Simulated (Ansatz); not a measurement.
**CH4ClN3Si: one species, many methods**

How much do the methods differ for CH4ClN3Si? The plan is to run it at one geometry with functionals of several rungs and with coupled cluster, and see how far each lands from CCSD(T) at the basis-set limit for the atomisation energy.

Program: Ansatz 0.2.0, Gaussian basis. Level of theory: functionals in def2-TZVPP, the program's frozen cores in correlated methods. These are calculated values, not measurements.

Plan: LDA (SPW92), PBE-D4, revPBE-D4, BLYP-D4, r2SCAN-D4, B97M-V, PBE0-D4, B3LYP-D4, r2SCANh-D4, r2SCAN0-D4, HSE06-D4, BHLYP-D4, CAM-B3LYP-D4, LC-ωPBE, ωB97X-V, ωB97M-V, B2PLYP, PBE-QIDH; CCSD(T)/def2-SVP; CCSD(T)/def2-TZVPP; MP2/def2-QZVPP; extrapolation to the limit; RPA on PBE.

**1. The geometry**

An earlier PBE0-D4 in a triple-zeta def2 set relaxation fixed the geometry.

10 atoms, charge 0, spin multiplicity 1.

Atoms are counted from 1 here; the program's logs count them from 0.

Bond lengths: N1–C2 1.152 Å, C2–Si3 1.857 Å, Si3–N4 1.685 Å, Si3–N5 1.685 Å, Si3–Cl6 2.049 Å, N4–H7 1.007 Å, N4–H8 1.007 Å, N5–H9 1.006 Å, N5–H10 1.007 Å. Angles: N1–C2–Si3 178.6°, C2–Si3–N4 103.4°, C2–Si3–N5 115.9°, C2–Si3–Cl6 104.0°, N4–Si3–N5 110.0°, N4–Si3–Cl6 118.2°, N5–Si3–Cl6 105.6°, Si3–N4–H7 121.1°, Si3–N4–H8 121.1°, H7–N4–H8 112.6°, Si3–N5–H9 121.5°, Si3–N5–H10 121.1°, H9–N5–H10 113.0°.

**2. LDA**

This LDA is Slater exchange with PW92 correlation.

in.yaml

```yaml
crystal:
  periodic: [false, false, false]
  atoms:
    - {symbol: N, position_ang: [1.198633, -1.733845, 2.107574]}
    - {symbol: C, position_ang: [0.627806, -1.041046, 1.385977]}
    - {symbol: Si, position_ang: [-0.253971, 0.085319, 0.202339]}
    - {symbol: N, position_ang: [-0.529555, -0.896158, -1.139270]}
    - {symbol: N, position_ang: [0.585250, 1.471861, -0.259687]}
    - {symbol: Cl, position_ang: [-1.874377, 0.750380, 1.265691]}
    - {symbol: H, position_ang: [-0.957713, -0.529344, -1.973646]}
    - {symbol: H, position_ang: [-0.666763, -1.888500, -1.038804]}
    - {symbol: H, position_ang: [0.542201, 2.316940, 0.283975]}
    - {symbol: H, position_ang: [1.411789, 1.413193, -0.831347]}
basis:
  gaussian: {orbitals: def2-TZVPP}
hamiltonian: {xc: lda}
output: {orbitals: {seedname: orbitals}}
```

After this run come: PBE-D4 (GGA); revPBE-D4 (GGA); BLYP-D4 (GGA); r2SCAN-D4 (meta-GGA); B97M-V (meta-GGA); PBE0-D4 (hybrid); B3LYP-D4 (hybrid); r2SCANh-D4 (hybrid); r2SCAN0-D4 (hybrid); HSE06-D4 (hybrid); BHLYP-D4 (hybrid); CAM-B3LYP-D4 (range-separated); LC-ωPBE (range-separated); ωB97X-V (range-separated); ωB97M-V (range-separated); B2PLYP (double hybrid); PBE-QIDH (double hybrid); CCSD(T) in def2-SVP; CCSD(T) in def2-TZVPP; MP2 in def2-QZVPP; RPA on PBE orbitals.

**Question.** What will the summary of the whole plan be? Wanted: atomisation energy, CCSD(T)/CBS; farthest beyond LDA; mean size of error, GGA; mean size of error, meta-GGA; mean size of error, hybrid; mean size of error, range-separated; mean size of error, double hybrid; gap, smallest and largest; T1 diagnostic.

**Answer**, as computed:

```
                               quantity                                                         value
        atomisation energy, CCSD(T)/CBS                                                948.6 kcal/mol
functionals within 4.7 kcal/mol (0.5 %)  revPBE-D4, B97M-V, PBE0-D4, B3LYP-D4, HSE06-D4, CAM-B3LYP-D4
                    farthest beyond LDA                                     BHLYP-D4 (-37.7 kcal/mol)
                mean size of error, GGA                                                 12.6 kcal/mol
           mean size of error, meta-GGA                                                  3.1 kcal/mol
             mean size of error, hybrid                                                 13.9 kcal/mol
    mean size of error, range-separated                                                  5.7 kcal/mol
      mean size of error, double hybrid                                                 10.3 kcal/mol
              gap, smallest and largest                     5.56 eV (LDA (SPW92)), 13.30 eV (LC-ωPBE)
                          T1 diagnostic                                                        0.0112
triples share of the correlation energy                                                         4.3 %
```

What this shows: The LDA atomisation energy is off by 146.3 kcal/mol (15 %): it overbinds. PBE-D4 is off by +28.0 kcal/mol. Double hybrids carry the basis error of their MP2 part in triple zeta, and no dispersion term here, so their miss is partly the set-up's. Taken by rung, meta-GGA functionals do best (3.1 kcal/mol on average) and hybrid ones worst beyond LDA (13.9 kcal/mol). The mean of the hybrids holds BHLYP, with half exact exchange. The reference freezes the cores and leaves out relativity and excitations past (T), so misses under about 4.7 kcal/mol can't be ranked. Hartree-Fock recovers 67 % of the binding; the rest is correlation. CCSD(T) in def2-SVP is off by -83.4 kcal/mol, worse than the median functional, from the basis alone. The gap grows from 5.6 to 13.3 eV across the functionals, mostly with the share of exact exchange.
